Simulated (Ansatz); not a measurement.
Born–Oppenheimer molecular dynamics of a periodic cell of 28 atoms, MnAg₂O₄ (host MnAg2O4, host structure Pnma). It starts from an unrelaxed structure (largest force component 3.72 eV/Å).

Theory: DFT PBE-D3(BJ), scalar-relativistic, plane waves, PAW (Ansatz). Settings: cutoff 420 eV, k mesh 1x1x2, fermi-dirac smearing 0.05 eV, spin collinear.

```
ensemble        : NVT, Nosé–Hoover chain
time step       : 1 fs
steps asked     : 40
set temperature : 1500 K
thermostat      : time constant 100 fs, chain length 3
seed            : 796226
```

Frames 5 fs apart, positions in Å, forces in eV/Å.

Velocities at 0 fs (Å/ps):

```
Mn -1.36 -4.29 -2.34
Mn -3.99 1.73 5.10
Mn 1.17 -3.07 3.56
Mn -5.32 0.97 -2.01
Ag 4.56 -5.01 -1.29
Ag 0.36 1.29 -2.80
Ag -2.76 -6.00 -1.63
Ag -0.46 5.92 3.62
Ag 2.11 0.32 4.03
Ag 5.75 3.47 -5.37
Ag -2.47 4.70 -1.93
Ag -0.37 1.94 9.41
O -4.50 -7.25 -10.66
O 5.64 -19.93 1.55
O 8.17 1.02 -11.20
O -1.28 -5.50 -3.86
O -8.79 -14.67 8.28
O -6.44 13.71 0.13
O 16.01 -2.81 -5.53
O -2.25 -8.26 -7.60
O 4.42 0.53 -15.90
O -8.58 12.34 11.12
O 7.01 3.64 1.77
O -5.71 -2.56 7.27
O 2.19 7.99 3.31
O -10.63 -4.68 -6.72
O 4.42 5.19 0.32
O -12.36 -7.49 -14.37
```

```xyz
28
Lattice="10.0980 0.0000 0.0000 0.0000 7.0589 0.0000 0.0000 0.0000 5.5287" Properties=species:S:1:pos:R:3:forces:R:3 time_fs=0 energy_less_start_eV=0.000 T=1500
Mn 3.228 1.765 0.067 -2.93 0.00 -3.72
Mn 1.821 5.294 2.831 2.93 0.00 -3.72
Mn 8.277 1.765 2.697 -2.93 0.00 3.72
Mn 6.870 5.294 5.462 2.93 0.00 3.72
Ag 6.466 1.765 0.024 0.29 0.00 0.18
Ag 8.681 5.294 2.789 -0.29 0.00 0.18
Ag 1.417 1.765 2.740 0.29 0.00 -0.18
Ag 3.632 5.294 5.505 -0.29 0.00 -0.18
Ag 5.049 3.529 2.764 0.00 0.00 0.00
Ag 0.000 3.529 0.000 0.00 0.00 0.00
Ag 0.000 0.000 0.000 0.00 0.00 0.00
Ag 5.049 0.000 2.764 0.00 0.00 0.00
O 8.685 1.765 4.340 0.38 0.00 -0.18
O 6.462 5.294 1.576 -0.38 0.00 -0.18
O 3.636 1.765 3.953 0.38 0.00 0.18
O 1.413 5.294 1.189 -0.38 0.00 0.18
O 6.595 1.765 2.424 -1.71 0.00 0.50
O 8.552 5.294 5.189 1.71 0.00 0.50
O 1.546 1.765 0.340 -1.71 0.00 -0.50
O 3.503 5.294 3.104 1.71 0.00 -0.50
O 8.525 3.123 1.964 2.32 3.54 -2.09
O 6.622 3.936 4.728 -2.32 -3.54 -2.09
O 3.476 0.407 0.801 2.32 -3.54 2.09
O 1.573 6.652 3.565 -2.32 3.54 2.09
O 1.573 3.936 3.565 -2.32 -3.54 2.09
O 3.476 3.123 0.801 2.32 3.54 2.09
O 6.622 6.652 4.728 -2.32 3.54 -2.09
O 8.525 0.407 1.964 2.32 -3.54 -2.09
28
Lattice="10.0980 0.0000 0.0000 0.0000 7.0589 0.0000 0.0000 0.0000 5.5287" Properties=species:S:1:pos:R:3:forces:R:3 time_fs=5 energy_less_start_eV=-0.481 T=1637
Mn 3.216 1.743 0.046 -0.63 0.22 -3.77
Mn 1.807 5.303 2.848 2.69 0.41 -3.82
Mn 8.277 1.750 2.720 -3.07 0.21 -1.89
Mn 6.850 5.301 5.461 3.28 2.31 3.82
Ag 6.489 1.740 0.018 0.23 0.04 0.42
Ag 8.683 5.301 2.775 -0.27 -0.06 -0.02
Ag 1.403 1.735 2.732 0.31 0.10 -0.05
Ag 3.630 5.324 5.522 -0.35 -0.09 -0.19
Ag 5.059 3.531 2.784 -0.07 -0.16 -0.11
Ag 0.029 3.547 -0.027 -0.08 0.10 0.17
Ag -0.012 0.024 -0.010 -0.04 -0.08 0.15
Ag 5.047 0.010 2.811 -0.09 -0.18 -0.03
O 8.667 1.729 4.290 0.98 0.07 1.58
O 6.487 5.196 1.582 -0.46 0.39 -0.32
O 3.679 1.770 3.901 -0.04 -0.03 1.18
O 1.404 5.267 1.173 -0.21 0.12 0.89
O 6.542 1.693 2.470 -0.34 0.65 0.44
O 8.532 5.362 5.193 1.40 -0.51 0.36
O 1.609 1.750 0.309 -3.51 -0.29 -0.44
O 3.504 5.254 3.063 1.27 0.43 -0.36
O 8.562 3.145 1.873 1.33 0.57 -0.06
O 6.561 3.966 4.765 -2.31 -4.58 -2.79
O 3.529 0.399 0.825 2.18 -2.57 1.59
O 1.528 6.666 3.617 -1.78 2.57 1.45
O 1.566 3.947 3.598 -2.25 -3.46 1.92
O 3.441 3.126 0.782 2.39 2.77 1.56
O 6.626 6.703 4.715 -2.33 2.07 -1.31
O 8.479 0.348 1.880 1.79 -1.00 -0.38
28
Lattice="10.0980 0.0000 0.0000 0.0000 7.0589 0.0000 0.0000 0.0000 5.5287" Properties=species:S:1:pos:R:3:forces:R:3 time_fs=10 energy_less_start_eV=-1.263 T=1859
Mn 3.202 1.723 0.010 1.44 0.48 -1.29
Mn 1.805 5.314 2.849 1.75 -0.09 -1.40
Mn 8.262 1.735 2.734 -2.88 0.06 -5.56
Mn 6.844 5.317 5.475 2.57 1.41 1.19
Ag 6.512 1.715 0.013 0.18 0.32 0.56
Ag 8.684 5.307 2.761 -0.21 -0.16 -0.17
Ag 1.390 1.705 2.723 0.28 0.23 0.06
Ag 3.626 5.353 5.540 -0.38 -0.24 -0.13
Ag 5.070 3.532 2.804 -0.15 -0.29 -0.19
Ag 0.057 3.564 -0.053 -0.15 0.13 0.26
Ag -0.025 0.047 -0.019 -0.10 -0.15 0.27
Ag 5.045 0.019 2.858 -0.28 -0.47 -0.10
O 8.663 1.694 4.262 1.27 0.11 2.43
O 6.505 5.103 1.583 -0.41 0.76 -0.52
O 3.721 1.774 3.866 -0.36 -0.06 1.79
O 1.392 5.242 1.170 -0.06 0.26 1.45
O 6.483 1.631 2.521 0.87 1.19 0.19
O 8.533 5.421 5.202 0.42 -0.92 0.20
O 1.620 1.731 0.271 -3.55 -0.47 -0.26
O 3.523 5.220 3.016 0.32 0.77 -0.09
O 8.619 3.178 1.781 0.52 -1.26 1.40
O 6.467 3.932 4.762 -1.19 -1.56 -1.24
O 3.613 0.353 0.872 1.18 -0.02 -0.05
O 1.456 6.716 3.689 -0.78 0.18 -0.16
O 1.526 3.909 3.658 -1.47 -0.98 0.29
O 3.441 3.169 0.787 1.80 0.29 0.05
O 6.596 6.784 4.683 -1.88 -0.50 0.02
O 8.461 0.274 1.790 1.27 0.98 1.01
28
Lattice="10.0980 0.0000 0.0000 0.0000 7.0589 0.0000 0.0000 0.0000 5.5287" Properties=species:S:1:pos:R:3:forces:R:3 time_fs=15 energy_less_start_eV=-0.836 T=1734
Mn 3.193 1.705 -0.032 1.60 0.78 1.00
Mn 1.811 5.324 2.843 0.86 -0.72 0.70
Mn 8.236 1.721 2.726 -2.00 -0.15 -5.12
Mn 6.850 5.338 5.495 1.33 -0.17 -0.97
Ag 6.536 1.691 0.009 0.16 0.80 0.57
Ag 8.684 5.313 2.747 -0.12 -0.30 -0.20
Ag 1.378 1.676 2.715 0.21 0.36 0.10
Ag 3.622 5.382 5.557 -0.33 -0.42 -0.01
Ag 5.080 3.533 2.824 -0.23 -0.36 -0.30
Ag 0.086 3.582 -0.079 -0.31 0.04 0.39
Ag -0.037 0.070 -0.028 -0.20 -0.20 0.38
Ag 5.042 0.027 2.905 -0.52 -0.82 -0.27
O 8.678 1.661 4.268 0.86 0.23 1.02
O 6.517 5.021 1.577 -0.30 1.03 -0.60
O 3.758 1.778 3.858 -0.56 -0.09 1.85
O 1.379 5.220 1.188 0.00 0.39 1.58
O 6.436 1.587 2.575 1.65 1.63 -0.16
O 8.540 5.467 5.215 -0.35 -1.14 -0.01
O 1.581 1.705 0.229 -1.77 -0.39 -0.10
O 3.548 5.198 2.968 -0.48 0.97 0.22
O 8.685 3.192 1.709 -0.03 -1.90 1.92
O 6.355 3.874 4.741 0.15 1.15 0.29
O 3.715 0.307 0.919 0.16 1.56 -1.21
O 1.373 6.770 3.759 0.11 -1.43 -1.39
O 1.464 3.856 3.723 -0.54 0.98 -1.15
O 3.468 3.217 0.792 1.04 -1.43 -1.00
O 6.537 6.858 4.650 -1.27 -2.30 0.87
O 8.462 0.213 1.714 0.85 1.88 1.58
28
Lattice="10.0980 0.0000 0.0000 0.0000 7.0589 0.0000 0.0000 0.0000 5.5287" Properties=species:S:1:pos:R:3:forces:R:3 time_fs=20 energy_less_start_eV=0.198 T=1435
Mn 3.190 1.690 -0.070 0.74 0.96 2.63
Mn 1.821 5.331 2.840 0.35 -1.00 1.99
Mn 8.201 1.706 2.696 -0.61 -0.19 -2.98
Mn 6.861 5.359 5.512 0.12 -0.92 -1.91
Ag 6.561 1.668 0.006 0.14 1.25 0.52
Ag 8.684 5.318 2.732 -0.03 -0.42 -0.15
Ag 1.367 1.647 2.707 0.11 0.45 0.04
Ag 3.617 5.410 5.574 -0.19 -0.57 0.05
Ag 5.089 3.533 2.843 -0.34 -0.34 -0.47
Ag 0.113 3.600 -0.104 -0.64 -0.17 0.71
Ag -0.051 0.092 -0.035 -0.38 -0.31 0.50
Ag 5.038 0.033 2.951 -0.72 -1.09 -0.56
O 8.705 1.631 4.288 0.06 0.39 -1.11
O 6.525 4.955 1.562 -0.18 1.21 -0.47
O 3.786 1.780 3.876 -0.59 -0.11 1.32
O 1.365 5.205 1.230 -0.09 0.45 1.11
O 6.414 1.567 2.627 1.94 1.82 -0.49
O 8.543 5.496 5.227 -0.52 -1.17 -0.26
O 1.515 1.674 0.185 0.25 -0.08 0.05
O 3.566 5.190 2.923 -0.91 1.02 0.47
O 8.750 3.179 1.665 -0.42 -2.04 1.98
O 6.245 3.832 4.723 1.08 2.13 0.98
O 3.820 0.282 0.949 -0.52 2.11 -1.66
O 1.291 6.804 3.809 0.73 -2.11 -2.01
O 1.394 3.816 3.771 0.30 1.83 -2.02
O 3.511 3.246 0.784 0.44 -2.12 -1.34
O 6.460 6.898 4.630 -0.60 -3.17 1.32
O 8.475 0.179 1.661 0.50 2.19 1.74
28
Lattice="10.0980 0.0000 0.0000 0.0000 7.0589 0.0000 0.0000 0.0000 5.5287" Properties=species:S:1:pos:R:3:forces:R:3 time_fs=25 energy_less_start_eV=0.889 T=1235
Mn 3.191 1.680 -0.096 -0.10 0.99 4.11
Mn 1.832 5.333 2.846 0.05 -1.04 2.97
Mn 8.163 1.691 2.653 0.93 -0.06 -1.34
Mn 6.873 5.377 5.520 -0.87 -1.27 -2.21
Ag 6.585 1.649 0.004 0.15 1.41 0.40
Ag 8.684 5.322 2.717 -0.01 -0.50 -0.09
Ag 1.355 1.620 2.699 0.02 0.48 -0.03
Ag 3.612 5.436 5.591 -0.10 -0.66 0.05
Ag 5.098 3.532 2.860 -0.46 -0.21 -0.67
Ag 0.139 3.618 -0.127 -1.13 -0.42 1.23
Ag -0.065 0.114 -0.042 -0.59 -0.51 0.60
Ag 5.033 0.037 2.996 -0.92 -1.12 -0.95
O 8.733 1.607 4.293 -0.62 0.49 -2.37
O 6.530 4.907 1.540 -0.09 1.30 -0.17
O 3.806 1.780 3.914 -0.33 -0.09 0.16
O 1.351 5.196 1.287 -0.35 0.44 0.14
O 6.421 1.575 2.672 1.62 1.66 -0.70
O 8.539 5.508 5.236 -0.31 -1.07 -0.46
O 1.452 1.641 0.143 1.66 0.31 0.20
O 3.570 5.197 2.885 -1.00 0.90 0.63
O 8.809 3.136 1.651 -0.78 -1.93 1.89
O 6.151 3.820 4.719 1.67 2.28 1.25
O 3.918 0.289 0.954 -0.94 2.20 -1.76
O 1.220 6.806 3.830 1.17 -2.34 -2.31
O 1.328 3.803 3.789 1.11 2.13 -2.65
O 3.561 3.242 0.755 -0.02 -2.26 -1.35
O 6.374 6.892 4.630 0.07 -3.28 1.67
O 8.496 0.178 1.635 0.16 2.17 1.76
28
Lattice="10.0980 0.0000 0.0000 0.0000 7.0589 0.0000 0.0000 0.0000 5.5287" Properties=species:S:1:pos:R:3:forces:R:3 time_fs=30 energy_less_start_eV=0.640 T=1305
Mn 3.192 1.673 -0.104 -0.55 0.82 5.08
Mn 1.843 5.332 2.865 -0.32 -1.00 3.44
Mn 8.130 1.675 2.603 2.66 0.19 -0.21
Mn 6.881 5.388 5.518 -1.62 -1.78 -2.17
Ag 6.610 1.632 0.004 0.13 1.28 0.19
Ag 8.684 5.326 2.702 -0.03 -0.51 -0.04
Ag 1.344 1.594 2.691 -0.02 0.48 -0.06
Ag 3.606 5.461 5.609 -0.05 -0.65 0.05
Ag 5.106 3.530 2.876 -0.52 -0.05 -0.79
Ag 0.162 3.634 -0.148 -1.43 -0.58 1.64
Ag -0.080 0.135 -0.047 -0.69 -0.75 0.57
Ag 5.025 0.039 3.038 -1.07 -0.93 -1.34
O 8.752 1.591 4.263 -0.97 0.51 -2.69
O 6.533 4.879 1.516 -0.02 1.31 0.27
O 3.821 1.780 3.954 0.04 -0.08 -1.17
O 1.330 5.193 1.347 -0.63 0.40 -0.87
O 6.451 1.606 2.706 0.49 1.22 -0.76
O 8.530 5.503 5.237 0.09 -0.87 -0.59
O 1.413 1.614 0.103 2.38 0.66 0.32
O 3.560 5.218 2.857 -0.75 0.68 0.70
O 8.857 3.063 1.665 -1.03 -1.55 1.58
O 6.081 3.843 4.734 2.00 2.15 1.26
O 4.001 0.329 0.933 -1.22 2.01 -1.63
O 1.166 6.774 3.816 1.37 -2.22 -2.25
O 1.279 3.822 3.768 1.61 2.08 -2.88
O 3.611 3.205 0.707 -0.35 -1.93 -1.06
O 6.288 6.837 4.655 0.63 -2.60 1.88
O 8.520 0.210 1.635 -0.13 1.73 1.56
28
Lattice="10.0980 0.0000 0.0000 0.0000 7.0589 0.0000 0.0000 0.0000 5.5287" Properties=species:S:1:pos:R:3:forces:R:3 time_fs=35 energy_less_start_eV=-0.464 T=1619
Mn 3.190 1.671 -0.091 -0.39 0.33 4.31
Mn 1.853 5.325 2.898 -0.94 -0.84 2.50
Mn 8.108 1.661 2.553 4.04 0.62 0.98
Mn 6.882 5.392 5.507 -1.77 -2.86 -1.68
Ag 6.636 1.619 0.003 0.03 1.04 -0.02
Ag 8.684 5.328 2.687 -0.09 -0.47 0.00
Ag 1.332 1.569 2.683 0.00 0.44 -0.03
Ag 3.600 5.485 5.626 -0.04 -0.56 0.03
Ag 5.112 3.529 2.891 -0.48 0.12 -0.75
Ag 0.183 3.649 -0.165 -1.27 -0.52 1.55
Ag -0.097 0.153 -0.051 -0.59 -0.87 0.38
Ag 5.015 0.038 3.078 -1.07 -0.64 -1.51
O 8.757 1.582 4.193 -0.95 0.42 -2.24
O 6.537 4.871 1.496 0.03 1.29 0.90
O 3.836 1.777 3.978 0.04 -0.16 -1.66
O 1.301 5.197 1.394 -0.64 0.42 -1.31
O 6.487 1.657 2.729 -1.16 0.72 -0.71
O 8.522 5.486 5.230 0.49 -0.62 -0.68
O 1.409 1.596 0.069 2.45 0.77 0.42
O 3.539 5.249 2.839 -0.08 0.41 0.68
O 8.889 2.968 1.703 -0.98 -0.69 0.93
O 6.042 3.897 4.768 2.05 1.78 0.98
O 4.066 0.399 0.887 -1.39 1.51 -1.27
O 1.133 6.709 3.768 1.24 -1.55 -1.70
O 1.254 3.871 3.704 1.50 1.33 -2.17
O 3.655 3.140 0.643 -0.50 -0.89 -0.34
O 6.212 6.744 4.707 0.71 -1.03 1.54
O 8.542 0.267 1.658 -0.24 0.51 0.86
```

Of the whole run (40 fs, mean temperature of the second half 1446 K): The conserved energy stayed within 0.37 meV per atom of its start (net change -0.36 meV per atom), so the integration is sound. A run of 0.04 ps of so small a system gives no equilibrium averages. No Hubbard correction was used and the magnetic state wasn't searched. Limits of this set-up: coarse k mesh.

The run took 18 min on 2 threads of Intel(R) Xeon(R) Platinum 8259CL CPU @ 2.50GHz (Skylake/Cascade Lake), on a shared host, peak memory 1.1 GiB.
